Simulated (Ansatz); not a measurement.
# SiAsH3 (triplet): wave-function methods side by side, cc-pVTZ

How much of the correlation energy of SiAsH3 (triplet) does each wave-function method recover here?

Method: cc-pVTZ, core rule «outside noble gas», up to 19 orbitals frozen; program: Ansatz 0.2.0, Gaussian basis.

The runs, in order: UHF; CCSD(T) on ROHF; CCSD(T) on UHF; BCCD(T) on ROHF; CCSDT(Q) on ROHF; CCSDT(Q) on UHF; CASSCF and NEVPT2, 12 electrons in 11 orbitals.

3 further runs of the same task are left out: 3 set aside as unsound or not needed.

## (1) The system

The geometry is a PBE0/def2-TZVP stationary point (not a proven minimum) of the parent state, kept for this charge and spin. No spin-orbit coupling is included. The filled d shell of As may be among the frozen orbitals whatever the setting's name suggests; the logs give the count.

5 atoms, charge 0, spin multiplicity 3.

Atoms are counted from 1 here; the program's logs count them from 0.

Bond lengths: Si1–As2 2.171 Å, Si1–H3 1.704 Å, Si1–H4 1.493 Å, Si1–H5 1.493 Å, As2–H3 1.707 Å. Angles: As2–Si1–H3 50.5°, As2–Si1–H4 126.6°, As2–Si1–H5 126.6°, H3–Si1–H4 108.5°, H3–Si1–H5 108.5°, H4–Si1–H5 106.0°, Si1–As2–H3 50.4°, Si1–H3–As2 79.1°.

## (2) UHF

Contents of in.yaml:

```yaml
crystal:
  periodic: [false, false, false]
  atoms:
    - {symbol: Si, position_ang: [-0.041835, 0.000000, 1.526862]}
    - {symbol: As, position_ang: [-0.003359, 0.000000, -0.643757]}
    - {symbol: H, position_ang: [1.292447, 0.000000, 0.467020]}
    - {symbol: H, position_ang: [0.061472, 1.192704, 2.419746]}
    - {symbol: H, position_ang: [0.061472, -1.192704, 2.419746]}
basis:
  gaussian: {orbitals: cc-pVTZ}
magnetization: {spin_polarized: true, initial_magnetization: 2}
hamiltonian: {xc: hf}
output: {orbitals: {seedname: orbitals}}
```

On the command line:

```
$ ansatz run in.yaml --threads 1 --pin off --events-out ev --progress --plain --max-ram 4096MiB --backend cpu
```

Further steps of the session: CCSD(T) on ROHF; CCSD(T) on UHF; BCCD(T) on ROHF; CCSDT(Q) on ROHF; CCSDT(Q) on UHF; CASSCF and NEVPT2, 12 electrons in 11 orbitals.

Before running them: what should the planned runs give, taken together? Wanted: UCCSDT(Q) from the RHF energy; RMP2 from UCCSDT(Q); UMP2 from UCCSDT(Q); RCCSD from UCCSDT(Q); RCCSD(T) from UCCSDT(Q); UCCSD(T) from UCCSDT(Q); RCCSDT(Q) from UCCSDT(Q); NEVPT2 valence from UCCSDT(Q); T1 diagnostic.

The runs gave:

```
                         quantity                      value
    UCCSDT(Q) from the ROHF energy                 -8.1585 eV
              RMP2 from UCCSDT(Q)              +133.1 kJ/mol
              UMP2 from UCCSDT(Q)              +140.7 kJ/mol
             RCCSD from UCCSDT(Q)               +40.1 kJ/mol
          RCCSD(T) from UCCSDT(Q)                +6.3 kJ/mol
          UCCSD(T) from UCCSDT(Q)                +6.1 kJ/mol
         RCCSDT(Q) from UCCSDT(Q)                +0.6 kJ/mol
    NEVPT2 valence from UCCSDT(Q)              +141.2 kJ/mol
levels within 1 kcal/mol (43 meV)  RCCSDT, UCCSDT, RCCSDT(Q)
                    T1 diagnostic                      0.030
   effectively unpaired electrons                       2.03
```

RCCSD(T) misses by +6.3 kJ/mol, 0.8 % of the correlation energy. One determinant dominates. These misses are within one basis, not against nature; the frozen cores of restricted and unrestricted runs differ, which can shift their rows.
